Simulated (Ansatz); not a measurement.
# FH₃O₃Sn: how energies converge with the basis set

One table from this session's results is given with a row withheld; the runs are named, their logs left out.

The runs use Ansatz 0.2.0, Gaussian basis; one geometry, several basis sets.

The runs, in order: PBE0-D4/def2-SVP; ωB97M-V/def2-SVP; PBE0-D4/def2-QZVPP; ωB97M-V/def2-QZVPP; the functionals' def2-TZVPP values are taken from earlier runs.

2 further runs of the same task are left out: 2 for a known fault of the program.

## The relaxed structure

An earlier PBE0-D4 in a triple-zeta def2 set relaxation fixed the geometry. Sn takes the def2 core potential; no spin-orbit term is included.

SMILES `[OH][Sn]([OH])([OH])[F]`, 8 atoms, charge 0, spin multiplicity 1.

Atoms are counted from 1 here; the program's logs count them from 0.

Bond lengths: O1–Sn2 1.934 Å, O1–H6 0.962 Å, Sn2–O3 1.928 Å, Sn2–O4 1.935 Å, Sn2–F5 1.908 Å, O3–H7 0.962 Å, O4–H8 0.961 Å. Angles: Sn2–O1–H6 111.9°, O1–Sn2–O3 113.9°, O1–Sn2–O4 112.2°, O1–Sn2–F5 104.1°, O3–Sn2–O4 107.0°, O3–Sn2–F5 108.7°, O4–Sn2–F5 111.0°, Sn2–O3–H7 112.1°, Sn2–O4–H8 113.6°.

The first run:

Contents of in.yaml:

```yaml
crystal:
  periodic: [false, false, false]
  atoms:
    - {symbol: O, position_ang: [-1.241679, 1.129380, 0.797676]}
    - {symbol: Sn, position_ang: [0.114602, 0.109303, -0.130421]}
    - {symbol: O, position_ang: [1.855275, 0.194666, 0.694407]}
    - {symbol: O, position_ang: [-0.351293, -1.763092, -0.277135]}
    - {symbol: F, position_ang: [0.214458, 0.925468, -1.852407]}
    - {symbol: H, position_ang: [-1.463061, 1.940426, 0.330113]}
    - {symbol: H, position_ang: [2.255457, -0.675449, 0.784266]}
    - {symbol: H, position_ang: [-1.291659, -1.917701, -0.402300]}
basis:
  gaussian: {orbitals: def2-SVP}
hamiltonian: {xc: pbe0, dispersion: d4}
output: {orbitals: {seedname: orbitals}}
```

On the command line:

```sh
$ ansatz run in.yaml --threads 4 --pin off --events-out ev --progress --plain --max-ram 10444MiB
```

Among the steps run: PBE0-D4 in def2-SVP; ωB97M-V in def2-SVP; PBE0-D4 in def2-QZVPP; ωB97M-V in def2-QZVPP.

One of the session's tables, all rows but one given; the rest of the session is left out.

It belongs to the step «Density functionals: the series». 

| functional | basis | HOMO (eV) | LUMO (eV) |
| --- | --- | --- | --- |
| PBE0-D4 | def2-SVP | -9.16 | -1.72 |
| PBE0-D4 | def2-TZVPP | -9.48 | -2.03 |
| PBE0-D4 | def2-QZVPP | -9.53 | -2.12 |
| ωB97M-V | def2-SVP | -11.60 | 0.35 |
| ωB97M-V | def2-TZVPP | -11.96 | -0.04 |
| ωB97M-V | def2-QZVPP | ? | ? |

Q: Estimate the row for ωB97M-V, def2-QZVPP from the others.

As computed: HOMO (eV): -12.01; LUMO (eV): -0.23. In the column «HOMO (eV)» it is the lowest.
